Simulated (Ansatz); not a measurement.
# GeH4Se: taking an electron away

How much energy removes an electron from GeH4Se at fixed geometry? The cation is run at each level and the neutral's energy taken from earlier runs.

Method: unrestricted cation, the program's frozen cores in correlated methods; program: Ansatz 0.2.0, Gaussian basis.

Plan: UKS PBE-D4/def2-TZVPP; UKS r2SCAN-D4/def2-TZVPP; UKS PBE0-D4/def2-TZVPP; UKS B3LYP-D4/def2-TZVPP; UKS wB97X-V/def2-TZVPP; UKS wB97M-V/def2-TZVPP; UKS B2PLYP/def2-TZVPP; UHF-CCSD(T)/def2-TZVPP; UHF-MP2/def2-QZVPP; extrapolation to the limit; then −ε(HOMO) from the neutral's earlier runs with LDA (SPW92), PBE-D4, revPBE-D4, BLYP-D4, r2SCAN-D4, B97M-V, PBE0-D4, B3LYP-D4, r2SCANh-D4, r2SCAN0-D4, HSE06-D4, BHLYP-D4, CAM-B3LYP-D4, LC-ωPBE, ωB97X-V, ωB97M-V.

**1. The relaxed structure**

An earlier PBE0-D4 in a triple-zeta def2 set relaxation fixed the geometry.

SMILES `[GeH3][SeH]`, 6 atoms, charge 0, spin multiplicity 1.

Atoms are counted from 1 here; the program's logs count them from 0.

Bond lengths: Ge1–Se2 2.357 Å, Ge1–H3 1.536 Å, Ge1–H4 1.533 Å, Ge1–H5 1.536 Å, Se2–H6 1.469 Å. Angles: Se2–Ge1–H3 110.4°, Se2–Ge1–H4 104.9°, Se2–Ge1–H5 110.4°, H3–Ge1–H4 110.5°, H3–Ge1–H5 110.0°, H4–Ge1–H5 110.5°, Ge1–Se2–H6 93.0°.

**2. Cation, UKS PBE-D4/def2-TZVPP**

in.yaml reads:

```yaml
crystal:
  periodic: [false, false, false]
  atoms:
    - {symbol: Ge, position_ang: [-0.230442, -0.302881, -0.474954]}
    - {symbol: Se, position_ang: [-0.201271, 0.977657, 1.503363]}
    - {symbol: H, position_ang: [0.398442, -1.682307, -0.230377]}
    - {symbol: H, position_ang: [-1.714909, -0.444898, -0.831355]}
    - {symbol: H, position_ang: [0.525152, 0.426419, -1.595263]}
    - {symbol: H, position_ang: [1.265229, 0.961910, 1.582386]}
basis:
  gaussian: {orbitals: def2-TZVPP}
total_charge: 1
magnetization: {spin_polarized: true, initial_magnetization: 1}
hamiltonian: {xc: pbe, dispersion: d4}
```

Command:

```sh
$ ansatz run in.yaml --threads 4 --pin off --events-out ev --progress --plain --max-ram 10444MiB
```

Output:

```text
Functional definition: PBE
  name "PBE"
  cite "Perdew, Burke & Ernzerhof, Phys. Rev. Lett. 77, 3865 (1996) doi:10.1103/PhysRevLett.77.3865"
  parent pbe
  parameter kappa = 0.804
  parameter beta = 0.06672455060314922
  exchange = pbe_x(kappa = kappa, mu = beta*pi^2/3)
  correlation = pbe_c(beta = beta)
981 factors; their error is unknown
mean field evaluation 1: about -121904.4308 eV, gradient 1.7e1 eV
mean field evaluation 2: about -121902.4005 eV, gradient 2.0e1 eV
mean field evaluation 4: about -121905.7964 eV, gradient 2.4e0 eV
mean field evaluation 8: about -121905.8023 eV, gradient 1.4e-1 eV
mean field evaluation 16: about -121905.8024 eV, gradient 5.5e-5 eV
mean field -121905.80238488 eV, -4479.9556069235 hartree, gradient 8.0e-6 eV, S^2 0.753231; 2 other end points of the search recorded, 0 dependent functions left out
reference -121905.80242054 eV, -4479.9556082343 hartree; 35, 34 occupied and 117, 118 virtual orbitals, 981 factors
Total energy: -121905.88649434 eV, -4479.9586978893 hartree
```

Run time: 3.6 s. Hardware: 4 threads of Arm Neoverse N1, shared host.

The neutral molecule at this level: -121914.9807 eV. Difference: 9.094 eV. ⟨S²⟩ = 0.753.

**3. Cation, UKS r2SCAN-D4/def2-TZVPP**

Edit in.yaml of step 2 so:

```diff
@@ -13,2 +13,2 @@
 magnetization: {spin_polarized: true, initial_magnetization: 1}
-hamiltonian: {xc: pbe, dispersion: d4}
+hamiltonian: {xc: r2scan, dispersion: d4}
```

Launched as before.

Output:

```text
Functional definition: r2SCAN
  name "r2SCAN"
  cite "Furness, Kaplan, Ning, Perdew & Sun, J. Phys. Chem. Lett. 11, 8208 (2020) doi:10.1021/acs.jpclett.0c02405"
  cite "Furness, Kaplan, Ning, Perdew & Sun, J. Phys. Chem. Lett. 11, 9248 (2020) doi:10.1021/acs.jpclett.0c03077"
  parent r2scan
  parameter k0 = 0.174
  parameter k1 = 0.065
  parameter a1 = 4.9479
  exchange = r2scan_x(k0 = k0, k1 = k1, a1 = a1)
  correlation = r2scan_c
981 factors; their error is unknown
mean field evaluation 1: about -121922.8720 eV, gradient 1.3e1 eV
mean field evaluation 2: about -121922.7670 eV, gradient 1.1e1 eV
mean field evaluation 4: about -121923.8205 eV, gradient 1.2e0 eV
mean field evaluation 8: about -121923.8288 eV, gradient 4.7e-2 eV
mean field evaluation 16: about -121923.7894 eV, gradient 7.4e-5 eV
mean field -121923.78944159 eV, -4480.6166190657 hartree, gradient 7.4e-5 eV, S^2 0.756536; 0 other end points of the search recorded, 0 dependent functions left out
reference -121923.78945417 eV, -4480.6166195282 hartree; 35, 34 occupied and 117, 118 virtual orbitals, 981 factors
Total energy: -121923.80717710 eV, -4480.6172708338 hartree
```

Wall time 7 s (4 threads of Arm Neoverse N1, shared host).

Less the neutral's -121932.9726 eV (earlier run), this gives 9.165 eV. ⟨S²⟩ = 0.757.

**4. Cation, UKS PBE0-D4/def2-TZVPP**

Edit in.yaml of step 3 so:

```diff
@@ -13,2 +13,2 @@
 magnetization: {spin_polarized: true, initial_magnetization: 1}
-hamiltonian: {xc: r2scan, dispersion: d4}
+hamiltonian: {xc: pbe0, dispersion: d4}
```

The command is unchanged.

Output:

```text
Functional definition: PBE0
  name "PBE0"
  cite "Adamo & Barone, J. Chem. Phys. 110, 6158 (1999) doi:10.1063/1.478522"
  cite "Perdew, Burke & Ernzerhof, Phys. Rev. Lett. 77, 3865 (1996) doi:10.1103/PhysRevLett.77.3865"
  parent pbe
  parameter a = 0.25
  parameter kappa = 0.804
  parameter beta = 0.06672455060314922
  exchange = (1 - a)*pbe_x(kappa = kappa, mu = beta*pi^2/3) + a*exact_x
  correlation = pbe_c(beta = beta)
1049 factors; their error is unknown
mean field evaluation 1: about -121908.1562 eV, gradient 1.1e1 eV
mean field evaluation 2: about -121908.5503 eV, gradient 5.8e0 eV
mean field evaluation 4: about -121908.7485 eV, gradient 8.8e-1 eV
mean field evaluation 8: about -121909.4345 eV, gradient 3.1e-1 eV
mean field evaluation 16: about -121909.4347 eV, gradient 6.0e-5 eV
mean field -121909.43473153 eV, -4480.0890932009 hartree, gradient 2.3e-5 eV, S^2 0.755028; 0 other end points of the search recorded, 0 dependent functions left out
reference -121909.43475826 eV, -4480.0890941834 hartree; 35, 34 occupied and 117, 118 virtual orbitals, 1049 factors
Total energy: -121909.50555619 eV, -4480.0916959593 hartree
```

Run time: 3.9 s. Hardware: 4 threads of Arm Neoverse N1, shared host; peak memory 0.49 GiB.

The neutral molecule at this level: -121918.6939 eV. Difference: 9.188 eV. ⟨S²⟩ = 0.755.

**5. Cation, UKS B3LYP-D4/def2-TZVPP**

Edit in.yaml of step 4 so:

```diff
@@ -13,2 +13,2 @@
 magnetization: {spin_polarized: true, initial_magnetization: 1}
-hamiltonian: {xc: pbe0, dispersion: d4}
+hamiltonian: {xc: {name: B3LYP}, dispersion: d4}
```

Launched as before.

Output, cut to the lines that bear on the results:

```text
Functional definition: B3LYP
  name "B3LYP"
  cite "Stephens, Devlin, Chabalowski & Frisch, J. Phys. Chem. 98, 11623 (1994) doi:10.1021/j100096a001"
  cite "Becke, Phys. Rev. A 38, 3098 (1988) doi:10.1103/PhysRevA.38.3098"
  cite "Lee, Yang & Parr, Phys. Rev. B 37, 785 (1988) doi:10.1103/PhysRevB.37.785"
  cite "Vosko, Wilk & Nusair, Can. J. Phys. 58, 1200 (1980) doi:10.1139/p80-159"
[...]
1034 factors; their error is unknown
[...]
mean field -121926.73161950 eV, -4480.7247421096 hartree, gradient 6.2e-5 eV, S^2 0.753772; 0 other end points of the search recorded, 0 dependent functions left out
reference -121926.73185213 eV, -4480.7247506585 hartree; 35, 34 occupied and 117, 118 virtual orbitals, 1034 factors
Total energy: -121926.87059731 eV, -4480.7298494500 hartree
```

Wall time 3.9 s (4 threads of Arm Neoverse N1, shared host); peak memory 0.49 GiB.

The neutral molecule at this level: -121936.1218 eV. Difference: 9.251 eV. ⟨S²⟩ = 0.754.

**6. Cation, UKS wB97X-V/def2-TZVPP**

Edit in.yaml of step 5 so:

```diff
@@ -13,2 +13,2 @@
 magnetization: {spin_polarized: true, initial_magnetization: 1}
-hamiltonian: {xc: {name: B3LYP}, dispersion: d4}
+hamiltonian: {xc: {name: wB97X-V}}
```

The command is unchanged.

Output, cut to the lines that bear on the results:

```text
Functional definition: wB97X-V
  name "wB97X-V"
  cite "Mardirossian & Head-Gordon, Phys. Chem. Chem. Phys. 16, 9904 (2014) doi:10.1039/C3CP54374A"
  cite "Becke, J. Chem. Phys. 107, 8554 (1997) doi:10.1063/1.475007"
  cite "Vydrov & Van Voorhis, J. Chem. Phys. 133, 244103 (2010) doi:10.1063/1.3521275"
[...]
      + integral(e_c_pw_opposite_spin*poly(b97_u_opposite, cos0, cos1)) + vv10(b, c)
1034 factors; their error is unknown
205 factors; integrals over basis functions are off by at most 1.8e-5 eV
[...]
mean field -121913.09630518 eV, -4480.2236535509 hartree, gradient 1.1e-5 eV, S^2 0.753854; 0 other end points of the search recorded, 0 dependent functions left out
reference -121913.09630368 eV, -4480.2236534954 hartree; 35, 34 occupied and 117, 118 virtual orbitals, 1034 factors
Total energy: -121913.09630368 eV, -4480.2236534954 hartree
```

Wall time 11 s (4 threads of Arm Neoverse N1, shared host); peak memory 0.65 GiB.

Less the neutral's -121922.3602 eV (earlier run), this gives 9.264 eV. ⟨S²⟩ = 0.754.

**7. Cation, UKS wB97M-V/def2-TZVPP**

Edit in.yaml of step 6 so:

```diff
@@ -13,2 +13,2 @@
 magnetization: {spin_polarized: true, initial_magnetization: 1}
-hamiltonian: {xc: {name: wB97X-V}}
+hamiltonian: {xc: {name: wB97M-V}}
```

Launched as before.

Output, cut to the lines that bear on the results:

```text
Functional definition: wB97M-V
  name "wB97M-V"
  cite "Mardirossian & Head-Gordon, J. Chem. Phys. 144, 214110 (2016) doi:10.1063/1.4952647"
  cite "Becke, J. Chem. Phys. 107, 8554 (1997) doi:10.1063/1.475007"
  cite "Vydrov & Van Voorhis, J. Chem. Phys. 133, 244103 (2010) doi:10.1063/1.3521275"
  # Of w^i u^j: cxij and so on, Table III.
[...]
  gx(w, u) = 1 - cx + cx01*u + cx10*w
  gss(w, u) = css00 + css04*u^4 + css10*w + css20*w^2 + css43*w^4*u^3
  gos(w, u) = cos00 + cos10*w + (cos20 + cos21*u)*w^2 + (cos60 + cos61*u)*w^6
[...]
      + integral(e_c_pw_mod_opposite_spin*gos(b97_w_opposite, b97_u_opposite)) + vv10(b, c)
1017 factors; their error is unknown
205 factors; integrals over basis functions are off by at most 1.8e-5 eV
[...]
mean field -121917.07143595 eV, -4480.3697369119 hartree, gradient 4.6e-5 eV, S^2 0.753603; 0 other end points of the search recorded, 0 dependent functions left out
reference -121917.07147768 eV, -4480.3697384456 hartree; 35, 34 occupied and 117, 118 virtual orbitals, 1017 factors
Total energy: -121917.07147768 eV, -4480.3697384456 hartree
```

Run time: 14 s. Hardware: 4 threads of Arm Neoverse N1, shared host; peak memory 0.69 GiB.

Less the neutral's -121926.2765 eV (earlier run), this gives 9.205 eV. ⟨S²⟩ = 0.754.

**8. Cation, UKS B2PLYP (frozen core)/def2-TZVPP**

Edit in.yaml of step 7 so:

```diff
@@ -13,2 +13,2 @@
 magnetization: {spin_polarized: true, initial_magnetization: 1}
-hamiltonian: {xc: {name: wB97M-V}}
+hamiltonian: {xc: {name: B2PLYP}}
```

The command is unchanged.

Output, cut to the lines that bear on the results:

```text
Functional definition: B2PLYP
  name "B2PLYP"
  cite "Grimme, J. Chem. Phys. 124, 034108 (2006) doi:10.1063/1.2148954"
  cite "Becke, Phys. Rev. A 38, 3098 (1988) doi:10.1103/PhysRevA.38.3098"
  cite "Lee, Yang & Parr, Phys. Rev. B 37, 785 (1988) doi:10.1103/PhysRevB.37.785"
[...]
943 factors; integrals over basis functions are off by at most 1.1e-3 eV
[...]
mean field -121899.36166201 eV, -4479.7189147238 hartree, gradient 9.2e-6 eV, S^2 0.756593; 0 other end points of the search recorded, 0 dependent functions left out
18 core orbitals not correlated: weight in the atoms' cores, before any rotation towards them, 1.000 or more for the frozen orbitals, at most 0.000 for the correlated occupied ones
reference -121899.36180979 eV, -4479.7189201547 hartree; 17, 16 occupied and 117, 118 virtual orbitals, 943 factors
second order -16.64759850 eV of doubles, -0.00000000 eV of singles
Total energy: -121903.85666138 eV, -4479.8841029041 hartree
```

Wall time 6 s (4 threads of Arm Neoverse N1, shared host); peak memory 0.41 GiB.

The neutral molecule at this level: -121913.0582 eV. Difference: 9.202 eV. ⟨S²⟩ = 0.757.

**9. Cation, UHF-CCSD(T)/def2-TZVPP**

Edit in.yaml of step 8 so:

```diff
@@ -13,2 +13,3 @@
 magnetization: {spin_polarized: true, initial_magnetization: 1}
-hamiltonian: {xc: {name: B2PLYP}}
+correlation: {method: ccsd_t}
+scf: {omitted_lower_state_checks: [cluster_reference]}
```

The command is unchanged.

Output, cut to the lines that bear on the results:

```text
Functional definition: HF
  name "HF"
  cite "Fock, Z. Phys. 61, 126 (1930) doi:10.1007/BF01340294"
  parent pbe
[...]
943 factors; integrals over basis functions are off by at most 1.1e-3 eV
[...]
mean field -121832.31438091 eV, -4477.2549725898 hartree, gradient 4.8e-6 eV, S^2 0.763405; 0 other end points of the search recorded, 0 dependent functions left out
18 core orbitals not correlated: weight in the atoms' cores, before any rotation towards them, 1.000 or more for the frozen orbitals, at most 0.000 for the correlated occupied ones
reference -121832.31438091 eV, -4477.2549725898 hartree; 17, 16 occupied and 117, 118 virtual orbitals, 943 factors
second order -13.71884637 eV of doubles, -0.00000000 eV of singles
cycle   1  -13.87225941 eV  change   -1.5e-1 eV  update   9.0e-2
[...]
cycle  10  -14.42067700 eV  change    3.5e-5 eV  update   2.2e-5
perturbative correction -0.47401062 eV, -0.0174195691 hartree
Total energy: -121847.20906854 eV, -4477.8023422640 hartree
Checks for a lower state left out: cluster_reference
```

Wall time 2.2 min (4 threads of Arm Neoverse N1, shared host); peak memory 2.5 GiB.

Less the neutral's -121856.4296 eV (earlier run), this gives 9.221 eV. ⟨S²⟩ = 0.763. T1 = 0.013 (report).

**10. Cation, UHF-MP2/def2-QZVPP**

Edit in.yaml of step 9 so:

```diff
@@ -10,6 +10,6 @@
 basis:
-  gaussian: {orbitals: def2-TZVPP}
+  gaussian: {orbitals: "def2-QZVPP.json"}
 total_charge: 1
 magnetization: {spin_polarized: true, initial_magnetization: 1}
-correlation: {method: ccsd_t}
+correlation: {method: mp2}
 scf: {omitted_lower_state_checks: [cluster_reference]}
```

Launched as before.

Output, cut to the lines that bear on the results:

```text
Functional definition: HF
  name "HF"
  cite "Fock, Z. Phys. 61, 126 (1930) doi:10.1007/BF01340294"
  parent pbe
[...]
1889 factors; integrals over basis functions are off by at most 9.9e-4 eV
[...]
mean field -121834.77641688 eV, -4477.3454507427 hartree, gradient 7.2e-6 eV, S^2 0.763659; 0 other end points of the search recorded, 0 dependent functions left out
18 core orbitals not correlated: weight in the atoms' cores, before any rotation towards them, 1.000 or more for the frozen orbitals, at most 0.000 for the correlated occupied ones
reference -121834.77641688 eV, -4477.3454507427 hartree; 17, 16 occupied and 263, 264 virtual orbitals, 1889 factors
second order -29.04301439 eV of doubles, -0.00000000 eV of singles
Total energy: -121863.81943127 eV, -4478.4127618356 hartree
Checks for a lower state left out: cluster_reference
```

Run time: 19 s. Hardware: 4 threads of Arm Neoverse N1, shared host; peak memory 1.2 GiB.

Less the neutral's -121873.2016 eV (earlier run), this gives 9.382 eV. ⟨S²⟩ = 0.764.

**11. The basis-set limit**

No new run: Hartree-Fock is extrapolated as exp(−7.88√X) and correlation as X^−2.97, with X = 3 and 4; only MP2 was run in the larger set, so CCSD(T) minus MP2 is added from the smaller one.

```csv
level,energy at the limit (eV)
HF,-121835.1155
MP2,-121875.5098
CCSD,-121876.2116
CCSD(T),-121876.6856
```

This is no true limit for total energies: MP2 correlation changes by a factor of 2.12 from triple to quadruple zeta (about 1.07 in light molecules), because outer-core shells are correlated in sets not made for them. Much of that cancels between molecule and atoms or ions.

The neutral's limit, from its own earlier runs, is -121886.0892 eV in the additive form (MP2 limit plus CCSD(T) minus MP2 in triple zeta), in which the cation has -121876.6856 eV.

**12. The ladder**

Differences are taken before rounding.

```csv
method,ionisation energy (eV),from CCSD(T)/CBS (eV),time
PBE-D4,9.09,-0.31,5.3 s
r2SCAN-D4,9.17,-0.24,11 s
PBE0-D4,9.19,-0.22,6.4 s
B3LYP-D4,9.25,-0.15,6.6 s
ωB97X-V,9.26,-0.14,17 s
ωB97M-V,9.21,-0.20,23 s
B2PLYP,9.20,-0.20,9.5 s
HF/def2-TZVPP,8.25,-1.15,
MP2/def2-TZVPP,9.28,-0.12,
CCSD/def2-TZVPP,9.16,-0.24,
CCSD(T)/def2-TZVPP,9.22,-0.18,2.7 min
CCSD(T)/CBS,9.40,0,3.2 min
```

Among the levels timed on like hardware and quicker than the yardstick, those that no quicker one beats, quickest first: PBE-D4 (5.3 s, -0.31 eV); PBE0-D4 (6.4 s, -0.22 eV); B3LYP-D4 (6.6 s, -0.15 eV); ωB97X-V (17 s, -0.14 eV).

Times add the cation's run and the neutral's; HF, MP2 and CCSD come out of the CCSD(T) runs.

For comparison, −ε(HOMO) of the neutral from earlier runs:

```csv
functional,−ε(HOMO) (eV),by energy difference (eV)
LDA (SPW92),5.91,
PBE-D4,5.80,9.09
revPBE-D4,5.76,
BLYP-D4,5.64,
r2SCAN-D4,6.08,9.17
B97M-V,6.18,
PBE0-D4,6.96,9.19
B3LYP-D4,6.72,9.25
r2SCANh-D4,6.50,
r2SCAN0-D4,7.14,
HSE06-D4,6.56,
BHLYP-D4,7.95,
CAM-B3LYP-D4,8.23,
LC-ωPBE,9.60,
ωB97X-V,9.26,9.26
ωB97M-V,9.11,9.21
```

**13. Summary of results**

```
                        quantity               value
  ionisation energy, CCSD(T)/CBS             9.40 eV
nearest functional by difference  ωB97X-V (-0.14 eV)
                nearest −ε(HOMO)  ωB97X-V (-0.15 eV)
                 −ε(HOMO) of PBE             5.80 eV
                T1 of the cation               0.013
```

**Reading.** By cation minus neutral, the functionals miss by 0.31 eV at most. −ε(HOMO) of PBE misses by 3.6 eV, since self-interaction lifts the level. Among orbital estimates ωB97X-V comes nearest. Hartree-Fock falls 1.15 eV short, as the neutral has more correlation energy than the cation. Correlated methods include outer-core shells of Ge, Se, which these sets cover unevenly. With outer-core shells in play the reference is unsure by up to some tenths of an eV, so close misses can't be ranked.

ωB97X-V reaches 0.14 eV from the reference in 17 s, where CCSD(T)/CBS took 3.2 min; the quickest level in the cost chart, PBE-D4, takes 5.3 s and misses by 0.31 eV.
